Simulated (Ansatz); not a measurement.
**GeH4O2 (SMILES [OH][GeH2][OH]): wB97M-V/cc-pVDZ**

Aim: the vertical singlet–triplet gap of GeH4O2 at wB97M-V/cc-pVDZ, from 2 runs. 

The results are computed with Ansatz 0.2.0.

53 further runs of the same task are left out: 53 set aside as unsound or not needed.

### 1 The molecule

GeH4O2 has 7 atoms, charge 0, and is taken as a singlet. SMILES: `[OH][GeH2][OH]`. The shape is that of a PBE0-D4/def2-TZVP optimisation. This is one conformer, not always the lowest.

Bond lengths: O1–Ge2 1.776 Å, Ge2–O3 1.773 Å, O1–H4 0.959 Å, Ge2–H5 1.543 Å, Ge2–H6 1.525 Å, O3–H7 0.959 Å. Angles: O1–Ge2–O3 110.8°, O1–Ge2–H5 108.6°, O1–Ge2–H6 106.6°, O3–Ge2–H5 109.7°, O3–Ge2–H6 104.9°, Ge2–O1–H4 113.3°, Ge2–O3–H7 113.6°, H5–Ge2–H6 116.1°.

### 2 The energy at wB97M-V/cc-pVDZ

Input file job.yaml:

```yaml
crystal:
  periodic: [false, false, false]
  atoms:
    - symbol: O
      position_ang: [-1.491300, -0.416000, -0.173900]
    - symbol: Ge
      position_ang: [0.023500, 0.377000, 0.305300]
    - symbol: O
      position_ang: [1.347400, -0.798900, 0.400600]
    - symbol: H
      position_ang: [-1.634900, -0.418700, -1.122100]
    - symbol: H
      position_ang: [0.363400, 1.460500, -0.739100]
    - symbol: H
      position_ang: [-0.172500, 0.863100, 1.737300]
    - symbol: H
      position_ang: [1.625600, -1.135200, -0.453800]
basis:
  gaussian:
    orbitals: cc-pVDZ
hamiltonian:
  xc: {name: wB97M-V}
accuracy: high
output: {orbitals: {seedname: orbitals}}
```

The run is started by

```bash
$ ansatz run job.yaml --threads 1 --pin off --max-ram 3480MiB --events-out events.jsonl --progress --plain --runs-dir runs
```

What it wrote:

```text
Warning: RAYON_NUM_THREADS=1 ignored (pool sized by the plan → 1); use --threads N
Functional definition: wB97M-V
  name "wB97M-V"
  parameter omega = 0.3/bohr
  parameter cx = 0.15
  parameter cx01 = 1.007
  parameter cx10 = 0.259
  parameter css00 = 0.443
  parameter css04 = -1.437
  parameter css10 = -4.535
  parameter css20 = -3.390
  parameter css43 = 4.278
  parameter cos00 = 1.000
  parameter cos10 = 1.358
  parameter cos20 = 2.924
  parameter cos21 = -8.812
  parameter cos60 = -1.390
  parameter cos61 = 9.142
  parameter b = 6.0
  parameter c = 0.01
  gx(w, u) = 1 - cx + cx01*u + cx10*w
  gss(w, u) = css00 + css04*u^4 + css10*w + css20*w^2 + css43*w^4*u^3
  gos(w, u) = cos00 + cos10*w + (cos20 + cos21*u)*w^2 + (cos60 + cos61*u)*w^6
  exchange = spin_sum(e_x_unif_sr(omega)*gx(b97_w, b97_u_x)) + cx*exact_x_sr(omega) + exact_x_lr(omega)
  correlation = spin_sum(e_c_pw_mod_same_spin*gss(b97_w, b97_u_same))
      + integral(e_c_pw_mod_opposite_spin*gos(b97_w_opposite, b97_u_opposite)) + vv10(b, c)
1673 factors; integrals over basis functions are off by at most 4.6e-9 eV
303 factors; integrals over basis functions are off by at most 2.2e-9 eV
mean field evaluation 1: about -60666.9167 eV, gradient 5.8e1 eV
mean field evaluation 2: about -60665.3218 eV, gradient 6.7e1 eV
mean field evaluation 4: about -60672.8959 eV, gradient 4.0e-1 eV
mean field evaluation 8: about -60672.9762 eV, gradient 3.0e-2 eV
mean field evaluation 16: about -60672.9762 eV, gradient 9.7e-6 eV
mean field -60672.97616710 eV, -2229.6907485207 hartree, gradient 3.7e-8 eV, S^2 0.000000; 0 other end points of the search recorded, 0 dependent functions left out
reference -60672.97617123 eV, -2229.6907486724 hartree; 26, 26 occupied and 49, 49 virtual orbitals, 1673 factors
Total energy: -60672.97617123 eV, -2229.6907486724 hartree
```

It took 48 s on 1 thread of Arm Neoverse V2, shared host; peak memory 0.46 GiB.

### 3 The triplet

Input file job.yaml:

```yaml
crystal:
  periodic: [false, false, false]
  atoms:
    - {symbol: O, position_ang: [-1.491300, -0.416000, -0.173900]}
    - {symbol: Ge, position_ang: [0.023500, 0.377000, 0.305300]}
    - {symbol: O, position_ang: [1.347400, -0.798900, 0.400600]}
    - {symbol: H, position_ang: [-1.634900, -0.418700, -1.122100]}
    - {symbol: H, position_ang: [0.363400, 1.460500, -0.739100]}
    - {symbol: H, position_ang: [-0.172500, 0.863100, 1.737300]}
    - {symbol: H, position_ang: [1.625600, -1.135200, -0.453800]}
basis:
  gaussian:
    orbitals: cc-pVDZ
magnetization:
  spin_polarized: true
  initial_magnetization: 2
hamiltonian:
  xc: {name: wB97M-V}
accuracy: high
output: {orbitals: {seedname: orbitals}}
```

The run is started by

```bash
$ ansatz run job.yaml --threads 1 --pin off --max-ram 3480MiB --events-out events.jsonl --progress --plain --runs-dir runs
```

What it wrote, shortened:

```text
Warning: RAYON_NUM_THREADS=1 ignored (pool sized by the plan → 1); use --threads N
[... 2 set-up lines as earlier in the session ...]
[...]
  gx(w, u) = 1 - cx + cx01*u + cx10*w
  gss(w, u) = css00 + css04*u^4 + css10*w + css20*w^2 + css43*w^4*u^3
  gos(w, u) = cos00 + cos10*w + (cos20 + cos21*u)*w^2 + (cos60 + cos61*u)*w^6
[...]
      + integral(e_c_pw_mod_opposite_spin*gos(b97_w_opposite, b97_u_opposite)) + vv10(b, c)
1673 factors; integrals over basis functions are off by at most 4.6e-9 eV
303 factors; integrals over basis functions are off by at most 2.2e-9 eV
[...]
mean field -60665.62543762 eV, -2229.4206141947 hartree, gradient 2.9e-8 eV, S^2 2.006710; 4 other end points of the search recorded, 0 dependent functions left out
reference -60665.62544162 eV, -2229.4206143417 hartree; 27, 25 occupied and 48, 50 virtual orbitals, 1673 factors
Total energy: -60665.62544162 eV, -2229.4206143417 hartree
```

It took 1.8 min on 1 thread of Arm Neoverse V2, shared host; peak memory 0.85 GiB.

### 4 Results

Level: wB97M-V/cc-pVDZ.

| quantity | value |
| --- | --- |
| singlet: total energy | -2229.69075 Eh |
| singlet: HOMO energy | -10.77 eV |
| singlet: LUMO energy | 2.70 eV |
| singlet: HOMO–LUMO gap | 13.48 eV |
| triplet: total energy | -2229.42061 Eh |
| triplet: HOMO energy (highest over α and β) | -3.82 eV |
| triplet: ⟨S²⟩ | 2.007 |
| vertical energy of the triplet above the singlet | 7.351 eV |

What this shows: At this shape the triplet lies 7.35 eV (709 kJ/mol) above the singlet.
